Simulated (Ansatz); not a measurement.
**BH₈NOSi₂: up Jacob's ladder to CCSD(T)**

How much do the methods differ for BH₈NOSi₂? The plan is to run it at one geometry with functionals of several rungs and with coupled cluster, and see how far each lands from CCSD(T) at the basis-set limit for the atomisation energy.

Computed with Ansatz 0.2.0, Gaussian basis. Level: functionals in def2-TZVPP, the program's frozen cores in correlated methods.

Levels to be run: PBE-D4, r2SCAN-D4, PBE0-D4, B3LYP-D4, ωB97X-V, ωB97M-V, B2PLYP; CCSD(T)/def2-TZVPP; MP2/def2-QZVPP; extrapolation to the limit.

## Step 1: The geometry

All runs share one geometry, relaxed beforehand with PBE0-D4 in a triple-zeta def2 set.

SMILES `OB([SiH3])N[SiH3]`, 13 atoms, charge 0, spin multiplicity 1.

Atoms are counted from 1 here; the program's logs count them from 0.

Bond lengths: O1–B2 1.374 Å, O1–H6 0.957 Å, B2–Si3 2.035 Å, B2–N4 1.411 Å, Si3–H7 1.491 Å, Si3–H8 1.492 Å, Si3–H9 1.492 Å, N4–Si5 1.747 Å, N4–H10 1.007 Å, Si5–H11 1.484 Å, Si5–H12 1.486 Å, Si5–H13 1.484 Å. Angles: B2–O1–H6 115.0°, O1–B2–Si3 123.1°, O1–B2–N4 115.4°, Si3–B2–N4 121.5°, B2–Si3–H7 111.4°, B2–Si3–H8 111.3°, B2–Si3–H9 111.3°, H7–Si3–H8 107.9°, H7–Si3–H9 107.9°, H8–Si3–H9 106.7°, B2–N4–Si5 125.1°, B2–N4–H10 117.8°, Si5–N4–H10 117.2°, N4–Si5–H11 111.5°, N4–Si5–H12 106.4°, N4–Si5–H13 111.5°, H11–Si5–H12 109.3°, H11–Si5–H13 108.9° and more.

## Step 2: PBE-D4 (GGA)

Input file in.yaml:

```yaml
crystal:
  periodic: [false, false, false]
  atoms:
    - {symbol: O, position_ang: [-1.613467, -0.281248, 0.174516]}
    - {symbol: B, position_ang: [-0.245171, -0.397143, 0.210609]}
    - {symbol: Si, position_ang: [0.714765, -1.996889, 1.022293]}
    - {symbol: N, position_ang: [0.468507, 0.678482, -0.360286]}
    - {symbol: Si, position_ang: [-0.257735, 2.094137, -1.081601]}
    - {symbol: H, position_ang: [-2.092214, -1.013327, 0.562798]}
    - {symbol: H, position_ang: [2.194959, -1.852494, 0.922368]}
    - {symbol: H, position_ang: [0.331008, -3.265444, 0.337270]}
    - {symbol: H, position_ang: [0.366431, -2.164726, 2.463205]}
    - {symbol: H, position_ang: [1.474302, 0.630497, -0.353223]}
    - {symbol: H, position_ang: [-1.112776, 1.735501, -2.240003]}
    - {symbol: H, position_ang: [0.864949, 2.950277, -1.546234]}
    - {symbol: H, position_ang: [-1.073059, 2.847575, -0.097113]}
basis:
  gaussian: {orbitals: def2-TZVPP}
hamiltonian: {xc: pbe, dispersion: d4}
output: {forces: true, orbitals: {seedname: orbitals}}
```

On the command line:

```sh
$ ansatz run in.yaml --threads 4 --pin off --events-out ev --progress --plain --max-ram 10444MiB
```

Further steps of the session: r2SCAN-D4 (meta-GGA); PBE0-D4 (hybrid); B3LYP-D4 (hybrid); ωB97X-V (range-separated); ωB97M-V (range-separated); B2PLYP (double hybrid); CCSD(T) in def2-TZVPP; MP2 in def2-QZVPP.

Q: Predict the results of all the runs planned. Wanted: atomisation energy, CCSD(T)/CBS; farthest; mean size of error, hybrid; mean size of error, range-separated; gap, smallest and largest; T1 diagnostic; triples share of the correlation energy.

**Answer**, as computed:

| quantity | value |
| --- | --- |
| atomisation energy, CCSD(T)/CBS | 4494.1 kJ/mol |
| functionals within 22.5 kJ/mol (0.5 %) | PBE-D4, r2SCAN-D4, B3LYP-D4, ωB97M-V |
| farthest | B2PLYP (-47.7 kJ/mol) |
| mean size of error, hybrid | 23.3 kJ/mol |
| mean size of error, range-separated | 23.2 kJ/mol |
| gap, smallest and largest | 5.55 eV (PBE-D4), 12.28 eV (ωB97X-V) |
| T1 diagnostic | 0.0131 |
| triples share of the correlation energy | 3.6 % |

In words: PBE-D4 misses by +19.5 kJ/mol. Double hybrids carry the basis error of their MP2 part in triple zeta, and no dispersion term here, so their miss is partly the set-up's. Misses under about 22.5 kJ/mol are within the doubt on the reference itself, which lacks core-valence correlation, relativity and higher excitations. Hartree-Fock recovers 74 % of the binding; the rest is correlation. Orbital gaps span 5.5 to 12.3 eV; exact exchange widens them.
